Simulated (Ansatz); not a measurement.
The same calculation of TcMo (distorted cell) as a Python script and as an input file (Ansatz 0.2.0, Python API).

The script, `scf_tcmo.py`:
```python
'''Single point of TcMo with displaced atoms.'''

from pathlib import Path

import ansatz as az
import numpy as np
from pymatgen.core import Structure
from scipy.ndimage import map_coordinates

lattice = az.Lattice.of(
    (1.59853, -2.20681, 0.04904),
    (1.64111, 2.23625, -0.02028),
    (0.04105, -0.06842, 4.24081),
)
sites = [
    ('Tc', (0.50661, 0.50409, 0.49115)),
    ('Mo', (0.00357, 0.99778, 0.99135)),
]
crystal = az.Crystal(lattice=lattice)
for symbol, position in sites:
    crystal = crystal.atom(symbol, position)

# the calculation
setup = (
    crystal.calculation()
    .functional(az.Functional.PBESOL)
    .pseudopotentials('nc')
    .kpoints(4, 4, 2, center='gamma')
    .occupations('Fermi-Dirac', width=0.15)
    .eigensolver('davidson', full_accuracy=True)
    .density()
    .stress()
    .electron_localization_function()
    .output_files(volumetric_format='npy')
)
result = setup.run()
data = result.report

energy = data['free_energy_ev']
print('TcMo: {:.6f} eV = {:.6f} Ry = {:.6f} Ha'.format(energy, energy / 13.605693, energy / 27.211386))
print('Fermi level {:.4f} eV, {} k-points, {} symmetry operations'.format(data['fermi_energy_ev'], data['n_kpoints'], data['n_symmetry_ops']))

final = Structure(result.lattice.cell_ang, [s.symbol for s in result.lattice.sites], [s.position_frac for s in result.lattice.sites])
# the grid holds the pseudo-density, which differs from the true one inside the cores
rho = result.density()
total = sum(channel.density_e_per_ang3 for channel in rho.channels[:2])
grid_cell = np.asarray(rho.fft_grid_basis) @ result.lattice.cell_ang
partner = min(final.get_neighbors(final[0], 5.0), key=lambda n: n.nn_distance)
line = np.linspace(final[0].coords, partner.coords, 13)
points = (line @ np.linalg.inv(grid_cell)) * rho.dims
values = map_coordinates(total, points.T, order=3, mode='grid-wrap')
print(f'from {final[0].specie} to {partner.specie}, {partner.nn_distance:.3f} A')
for t, value in zip(np.linspace(0, partner.nn_distance, 13), values):
    print(f'{t:7.3f} A  {value:9.4f} e/A^3')

# the stress is positive in compression
sigma = data['stress_gpa']
voigt = [sigma[0][0], sigma[1][1], sigma[2][2], sigma[1][2], sigma[0][2], sigma[0][1]]
print('stress xx yy zz yz xz xy (GPa, compression positive):', ' '.join(f'{s:.3f}' for s in voigt))
print('P =', round(10 * float(np.mean(voigt[:3])), 2), 'kbar')

# ELF is 0.5 in a uniform gas and nears 1 where pairs localise
folder = Path(result.write_results('elf'))
elf = np.load(folder / 'elf.npy')
peak = np.unravel_index(elf.argmax(), elf.shape)
print(f'largest ELF {elf.max():.3f} at grid fractions', np.round(np.array(peak) / elf.shape, 3))
for level in (0.2, 0.5, 0.7, 0.8, 0.9):
    print(f'share of the cell with ELF over {level}: {np.mean(elf > level):.3f}')
```

Output of `python scf_tcmo.py`:
```text
DeckWarning: basis.ecutwfc = 1142.878222 eV, auto-derived from the records' recommended cutoffs: set by Tc (normal level)
TcMo: -4220.236112 eV = -310.181636 Ry = -155.090818 Ha
Fermi level 21.7756 eV, 20 k-points, 1 symmetry operations
from Tc to Mo, 2.635 A
  0.000 A     0.0472 e/A^3
  0.220 A     3.1574 e/A^3
  0.439 A     7.6039 e/A^3
  0.659 A     3.8080 e/A^3
  0.878 A     1.2623 e/A^3
  1.098 A     0.5814 e/A^3
  1.317 A     0.4431 e/A^3
  1.537 A     0.5515 e/A^3
  1.757 A     1.1922 e/A^3
  1.976 A     3.5114 e/A^3
  2.196 A     6.3250 e/A^3
  2.415 A     2.3528 e/A^3
  2.635 A     0.0225 e/A^3
stress xx yy zz yz xz xy (GPa, compression positive): -14.808 -4.945 -9.099 1.968 -2.664 -0.975
P = -96.17 kbar
largest ELF 0.849 at grid fractions [0.812 0.    0.979]
share of the cell with ELF over 0.2: 0.943
share of the cell with ELF over 0.5: 0.147
share of the cell with ELF over 0.7: 0.081
share of the cell with ELF over 0.8: 0.029
share of the cell with ELF over 0.9: 0.000
```
(Warnings from the package without file and line.)

`input.yaml`:
```yaml
crystal:
  lattice:
    - [1.59853, -2.20681, 0.04904]
    - [1.64111, 2.23625, -0.02028]
    - [0.04105, -0.06842, 4.24081]
  atoms:
    - { symbol: Tc, position: [0.50661, 0.50409, 0.49115] }
    - { symbol: Mo, position: [0.00357, 0.99778, 0.99135] }
kpoints:
  mp_grid: { grid: [4, 4, 2], shift: [0.0, 0.0, 0.0] }
hamiltonian:
  xc: pbesol
  pseudopotentials: { kind: nc }
scf:
  occupations: { method: fermi_dirac, width: 0.15 }
  eigensolver: { kind: davidson, full_accuracy: true }
output:
  write_density: true
  volumetric_format: npy
  elf: true
  stress: true
```

On the command line:
```console
$ ansatz run input.yaml --threads 1 --pin off --max-ram 3072MiB --backend cpu --events-out ev --progress --plain --runs-dir out
Engine: ansatz 0.2.0, x86_64-unknown-linux-gnu
Pseudopotentials: kind: nc
Pseudopotential: Tc, nc, valence charge 15, recommended cutoff 1142.878222 eV (normal), Tc.nc.azcp (PseudoDojo's, or run here from an input of PseudoDojo's: the run reads no file of this project's for it)
Pseudopotential: Mo, nc, valence charge 14, recommended cutoff 1088.45545 eV (normal), Mo.nc.azcp (PseudoDojo's, or run here from an input of PseudoDojo's: the run reads no file of this project's for it)
Functional definition: PBEsol
  exchange = pbesol_x
  correlation = pbesol_c
Crystal: 2 atoms, lattice volume = 30.508 Å³
Basis set: ecut = 1142.878222 eV, 2679 PW (Γ)
Bands: 19, of which v1, the nominal top of the filled ones, is band 15 counted from 1 (14 counted from 0)
Symmetry: 1 space group operations
Space group: P1 (ITA 1), of the structure as read, at distance tolerance 3.1e-5 Å
k-points: 20 of 32 (time reversal used)
Non-local potential: Tc, projectors of the file, l = 0: 2, l = 1: 2, l = 2: 2
Non-local potential: Mo, projectors of the file, l = 0: 2, l = 1: 2, l = 2: 2
Initial density: superposition of atomic densities (chi_scale 0.1, normalization cell, long waves kept (reshape's long-wave potential 0.00 eV rms))
Initial wavefunctions: pseudopotential atomic-orbital guess
Functional: x = pbesol(κ = 0.804, μ = 0.12345679012345678), c = pbesol(β = 0.046)
SCF iter   1: F=—  HF=-4224.719450 eV  |F-HF|=—  |Δ(HF+E_count)|=         —  Δρ=2.21e-1  dr2=3.74e1  ethr=1.00e-12  ⟨swp⟩=19.8  Hψ=5536  notcnv=24  reapply=9
preconditioner: auto → none  [metal: Δε(μ)=0.123 eV  Ē_g=6.080 eV  σ=0.150 eV  W_gap=0.20  n_scr=6 (ndim 8)  ℏωp=24.2 eV  f_vac=0.000  D(μ)=2.03/eV (n_scr^D=22)  sad-step TF]
SCF iter   2: F=—  HF=-4221.262903 eV  |F-HF|=—  |Δ(HF+E_count)|=    3.46e0  Δρ=1.29e-1  dr2=7.37e0  ethr=1.00e-12  ⟨swp⟩=19.9  Hψ=10725  notcnv=38  reapply=24
automatic band count: the SCF goes on with 23 bands, as 19 were too few: the levels above may hold too much charge
SCF iter   3: F=—  HF=-4220.296861 eV  |F-HF|=—  |Δ(HF+E_count)|=   9.66e-1  Δρ=3.50e-2  dr2=3.84e-1  ethr=1.00e-12  ⟨swp⟩=12.1  Hψ=3831  notcnv=0
SCF iter   4: F=—  HF=-4220.238107 eV  |F-HF|=—  |Δ(HF+E_count)|=   5.88e-2  Δρ=1.00e-2  dr2=1.01e-2  ethr=1.00e-12  ⟨swp⟩=11.3  Hψ=3409  notcnv=0
SCF iter   5: F=—  HF=-4220.236688 eV  |F-HF|=—  |Δ(HF+E_count)|=   1.42e-3  Δρ=3.60e-3  dr2=2.49e-3  ethr=1.00e-12  ⟨swp⟩=9.8  Hψ=2919  notcnv=0
SCF iter   6: F=—  HF=-4220.236230 eV  |F-HF|=—  |Δ(HF+E_count)|=   4.57e-4  Δρ=1.32e-3  dr2=9.55e-4  ethr=1.00e-12  ⟨swp⟩=9.0  Hψ=2682  notcnv=0
SCF iter   7: F=—  HF=-4220.236113 eV  |F-HF|=—  |Δ(HF+E_count)|=   1.18e-4  Δρ=1.48e-4  dr2=5.82e-6  ethr=1.00e-12  ⟨swp⟩=8.5  Hψ=2496  notcnv=0
SCF iter   8: F=—  HF=-4220.236113 eV  |F-HF|=—  |Δ(HF+E_count)|=   3.38e-7  Δρ=1.16e-4  dr2=7.23e-6  ethr=1.00e-12  ⟨swp⟩=7.0  Hψ=2059  notcnv=0
SCF iter   9: F=—  HF=-4220.236112 eV  |F-HF|=—  |Δ(HF+E_count)|=   8.39e-7  Δρ=3.74e-5  dr2=4.25e-7  ethr=1.00e-12  ⟨swp⟩=6.0  Hψ=1875  notcnv=0
SCF iter  10: F=-4220.236112 eV  HF=-4220.236112 eV  |F-HF|=1.48e-9  |Δ(HF+E_count)|=   5.20e-8  Δρ=4.39e-6  dr2=2.41e-9  ethr=1.00e-12  ⟨swp⟩=5.1  Hψ=1535  notcnv=0
SCF 1 converged in 10 iterations: F = -4220.236112 eV  dr2 = 2.41e-9
  Residual-converged pass: ⟨swp⟩=1.4  Hψ=472  notcnv=0  max |occ|·‖R‖ = 6.5e-6 eV (tolerance 6.7e-6 eV)  dr2=2.41e-9  max |Δocc| = 5.7e-12
SCF converged after 10 iterations
Free energy (F): -4220.236112 eV
Harris-Foulkes:  -4220.236112 eV  (|F-HF|=1.48e-9)
Internal energy: -4220.036205 eV  (E = F + TS)
E sigma→0 (E₀):  -4220.136159 eV
Entropy (-TS):   -0.199907 eV (-99.953 meV/atom)
Fermi energy:    21.775590 eV
--- Per-component energies (eV) ---
  E_band       = -113.038594
  E_kinetic    = 1340.092598
  E_local      = -2458.372560  (includes V_loc(G=0)·N_el)
  E_nonlocal   = 512.081125
  E_hartree    = 559.015902
  E_xc         = -646.059380
  E_vxc        = -624.871403  (∫ρ·V_xc dr)
  E_ewald      = -3526.793890
  E_smearing   = -0.199907  (= −TS)
  E_closure    = 0.000000  (closes the sum)
  Σ components = -4220.236112   (vs F -4220.236112, Δ=0.00e0)
--- Stress (GPa, compression-positive) ---
      -14.807735      -0.974882      -2.663811
       -0.974882      -4.944678       1.967654
       -2.663811       1.967654      -9.098993
  P = ⅓ Tr σ = -9.6171 GPa (-96.171 kbar)
--- Band table (eV; the first three rows and the last of 20) ---
  k-point 0: bands = ["-45.3613", "-39.5206", "-17.5833", "-17.1901", "-16.9552", "-13.5387", "-13.2235", "-12.9573", "14.0930", "15.9335", "17.5879", "19.2063", "20.0460", "20.2897", "22.1322", "22.6698", "23.5037", "23.7144", "23.7180", "26.0689", "33.4042", "33.6980", "36.3334"]
  k-point 1: bands = ["-45.3591", "-39.5261", "-17.4816", "-17.1775", "-16.9547", "-13.6882", "-13.2475", "-12.9574", "16.1368", "16.2871", "18.4619", "18.8945", "19.8468", "20.3199", "21.4846", "21.9091", "22.1464", "22.3938", "22.8542", "23.1906", "36.5110", "37.1641", "38.1985"]
  k-point 2: bands = ["-45.3259", "-39.4692", "-17.5076", "-17.4159", "-17.0326", "-13.6141", "-13.5539", "-13.0451", "15.7526", "17.1901", "18.0966", "18.9179", "19.3831", "20.1409", "21.6239", "21.9592", "22.7784", "23.4591", "23.8870", "30.1258", "31.9467", "33.1789", "37.6322"]
  k-point 19: bands = ["-45.2241", "-39.3165", "-17.7323", "-17.5171", "-17.3395", "-14.0575", "-13.7233", "-13.4774", "17.0778", "17.2001", "17.9953", "18.1657", "19.9071", "20.4791", "21.1773", "22.0314", "24.4070", "25.8045", "29.2427", "29.2659", "31.2603", "32.4341", "34.9068"]
```

Reading the output:
- These settings explore the input space; cutoff and mesh may be short of convergence.
- No spin polarisation was allowed.
- For a metal this mesh is far too coarse, so the numbers only illustrate the procedure.
- An absolute Fermi energy rests on an arbitrary zero of the periodic potential and has no direct meaning.
- The smearing is wide enough that free energy and stress hold a thermal part of the electrons.
- Grid values close to the nuclei reflect the PAW or pseudopotential construction, not the all-electron fields.
- The cell is a database structure, distorted on purpose.
- It ran for 5.2 s on 1 thread of AMD EPYC 9R45 96-Core Processor (Zen 5) (shared host), peak memory 0.44 GiB.

(Lines on the test bed's own set-up are left out of the output.)
